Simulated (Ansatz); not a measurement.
TlI3 in a box, plane waves

Ansatz 0.2.0, DFT PBE, spin-orbit coupling, plane waves, PAW, molecule in a box. The geometry was relaxed with Gaussian bases (PBE; Tl def2-SVP with ECP60, I def2-SVP with ECP28).

```yaml
crystal:
  lattice:
    - [13.14, 0.0, 0.0]
    - [0.0, 9.0, 0.0]
    - [0.0, 0.0, 13.78]
  atoms:
    - { symbol: Tl, position: [0.44731887, 0.5, 0.50011393] }
    - { symbol: I, position: [0.34246575, 0.5, 0.67366836] }
    - { symbol: I, position: [0.34246575, 0.5, 0.32656023] }
    - { symbol: I, position: [0.65751826, 0.5, 0.50011393] }
basis:
  ecutwfc: 420
  ecutrho_ratio: 4
kpoints:
  mp_grid: { grid: [1, 1, 1] }
hamiltonian:
  xc: pbe
scf:
  occupations: { method: gaussian, width: 0.01 }
output:
  forces: true
  eigenvalues: true
  populations: true
  write_density: true
  write_potential: true
  elf: true
  volumetric_format: npy
magnetization:
  noncollinear: true
  spin_orbit: true
```

Command:
```sh
ansatz run input.yaml --threads 2 --pin off --max-ram 5120MiB --backend cpu --events-out ev --progress --plain --runs-dir out
```
It took 35 s on 2 threads of Arm Neoverse V1, with other jobs on the host, peak memory 2.3 GiB.

Task: How does the SCF go?

Result: 
```
SCF iter   1: F=—  HF=-34029.061596 eV  |F-HF|=—  |Δ(HF+E_count)|=         —  Δρ=6.25e-3
preconditioner: auto → Resta (q_TF=auto, 1.591 Å⁻¹)  ε∞=1.3  [insulator: Δε(μ)=2.278 eV  Ē_g=10.635 eV  σ=0.010 eV  W_gap=1.00  n_
spin=Noncollinear: Resta preconditioning applied to the charge; magnetization (m_x, m_y, m_z) channels mix plain (no charge-respon
SCF iter   2: F=—  HF=-34028.668254 eV  |F-HF|=—  |Δ(HF+E_count)|=   3.93e-1  Δρ=3.84e-3
SCF iter   3: F=—  HF=-34028.589948 eV  |F-HF|=—  |Δ(HF+E_count)|=   7.83e-2  Δρ=1.62e-3
SCF iter   4: F=—  HF=-34028.586075 eV  |F-HF|=—  |Δ(HF+E_count)|=   3.87e-3  Δρ=4.56e-4
SCF iter   5: F=—  HF=-34028.586474 eV  |F-HF|=—  |Δ(HF+E_count)|=   3.99e-4  Δρ=1.42e-4
SCF iter   6: F=—  HF=-34028.586530 eV  |F-HF|=—  |Δ(HF+E_count)|=   5.56e-5  Δρ=3.34e-5
SCF iter   7: F=—  HF=-34028.586578 eV  |F-HF|=—  |Δ(HF+E_count)|=   4.81e-5  Δρ=9.79e-6
SCF iter   8: F=-34028.586578 eV  HF=-34028.586578 eV  |F-HF|=6.39e-9  |Δ(HF+E_count)|=   3.26e-7  Δρ=2.67e-6
```

Task: Which levels lie next to the highest filled one (eV, counted from it)?

Result: Filled: -0.73, -0.73, -0.37, -0.37, -0.26, -0.26, -0.04, -0.04, 0.00, 0.00. Empty: 1.79, 1.79, 3.69, 3.69, 5.55, 5.55, 5.62, 5.62.

Task: What forces are left at this geometry, relaxed with Gaussian bases (eV/Å)?

Result: 
```
Tl   0.02  0.00  0.00
I    0.06  0.00 -0.12
I    0.06  0.00  0.12
I   -0.15  0.00  0.00
```

The highest of the empty levels listed lie near the vacuum level and may be states of the box.
